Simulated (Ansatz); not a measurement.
Runs of Ansatz 0.2.0 on Ta3N. It takes space group P-3m1 (No. 164, trigonal). Conventional cell: a = 3.032 Å, b = 3.032 Å, c = 7.524 Å, α = 90.00°, β = 90.00°, γ = 120.00°. Ta (site symmetry 3m) is surrounded by 3 N at 2.19 Å. Ta (site symmetry -3m) has 12 Ta at 3.01 to 3.03 Å as nearest neighbours. N (site symmetry -3m) has 6 Ta at 2.19 Å as nearest neighbours. The cell comes from a database or a generator and needn't be the stable form of this composition.

| task | level | U | cell | k mesh | hubbard projectors | double counting | points for each segment of the path | gap on the mesh (eV) | pressure (GPa) | relaxed volume (Å³/atom) | largest force (eV/Å) |
| --- | --- | --- | --- | --- | --- | --- | --- | --- | --- | --- | --- |
| relaxation of cell and atoms | PBEsol+U | Ta d U = 6 eV | relaxed | 10 × 10 × 4 | ortho-atomic (the default) | fll (the default) | - | none | 0.0 | 14.89 | - |
| relaxation of cell and atoms | BLYP | - | relaxed | 7 × 7 × 3 | - | - | - | none | 0.0 | 15.40 | - |
| relaxation of cell and atoms | PBEsol+U | Ta d U = 2 eV | relaxed | 10 × 10 × 4 | ortho-atomic (the default) | fll (the default) | - | none | 0.0 | 14.60 | - |
| band structure | BLYP | - | as given | 7 × 7 × 3 | - | - | 14 | none | 7.3 | - | (a) |
| band structure | PBE | - | as given | 7 × 7 × 3 | - | - | 14 | none | (b) | - | 0.29 |

Alike in all rows: potentials or basis Ansatz PAW; no spin polarisation; cutoff (eV) 420; smearing fermi-dirac 0.05 eV.

Question: Estimate the missing entries.

Answer: (a) 0.13; (b) -0.7.

Caveats: the PAW data sets come from PBE, with cores solved anew for the run's functional, which leaves a small shift of forces and pressure (some runs); the plane-wave basis is chosen anew once the cell has moved, so the energies of steps on either side of that aren't comparable (some runs); U without spin polarisation on a metal has little footing (some runs); the potentials were made for another functional, which shifts forces and pressure (some runs).

A k mesh can miss the band edges, and the runs leave out spin-orbit coupling on Ta.

A gap of «none» marks a metal or a gap under the smearing width.

Not every run made on this cell is shown here.
